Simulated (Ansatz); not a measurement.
Predict the output of the script below (the Python package of Ansatz (0.2.0)).

Script `cl2h4si2.py`:
```python
from collections import Counter

import ansatz as az

BASIS_SET = "pcseg-2"
XC = "r2scan0"


def single_point(molecule, charge=0, unpaired=0):
    calc = molecule.calculation().basis(gaussian=BASIS_SET).functional(XC)
    if charge:
        calc = calc.charge(charge)
    if unpaired:
        calc = calc.spin("collinear", total=unpaired)
    report = calc.run(threads=1).report
    if report["published_state_doubts"]:
        print("  doubts:", report["published_state_doubts"])
    return report["free_energy_ev"]

GEOMETRY = """
Si   -0.31850    1.09950   -0.04950
Si    0.18240   -1.07840    0.03550
Cl    1.12690   -1.54840    1.76160
Cl    1.55550   -1.60130   -1.46100
H     0.83420    2.01450    0.02350
H    -1.29450    1.53300    1.04200
H    -1.03030    1.47360   -1.33650
H    -0.96360   -1.94960   -0.07140
"""

system = az.Crystal.molecule()
for line in GEOMETRY.strip().splitlines():
    symbol, *xyz = line.split()
    system = system.atom(symbol, [float(v) for v in xyz])

unpaired = {"Si": 2, "Cl": 1, "H": 1}
counts = Counter(site.symbol for site in system.cartesian_sites)
atom_energy = {s: single_point(az.Crystal.molecule().atom(s, (0, 0, 0)), 0, unpaired[s]) for s in counts}
whole = single_point(system, 0, 0)
for s, e in atom_energy.items():
    print(f"{s:2s} x{counts[s]}  {e:14.5f} eV")
print(f"Cl2H4Si2: {whole:.5f} eV")
split = sum(counts[s] * e for s, e in atom_energy.items()) - whole
print(f"atomisation energy (no zero-point term): {split:.3f} eV, {split / sum(counts.values()):.3f} eV an atom")
```

Output of `python cl2h4si2.py`:
```text
Si x2     -7873.41566 eV
Cl x2    -12520.56904 eV
H  x4       -13.60583 eV
Cl2H4Si2: -40866.47484 eV
atomisation energy (no zero-point term): 24.082 eV, 3.010 eV an atom
```

24.082 eV from the electronic energies, without the zero-point term.

Notes:
- Total energies depend on the basis set; only differences at equal settings carry meaning.
- The geometry is a force-field or estimated start, not a minimum of this method, and the basis set is short of its limit. All parts are taken at fixed geometry, without zero-point energy.
- The whole script took 12 s on 1 thread of Arm Neoverse V2, with other jobs on the host, peak memory 0.48 GiB.
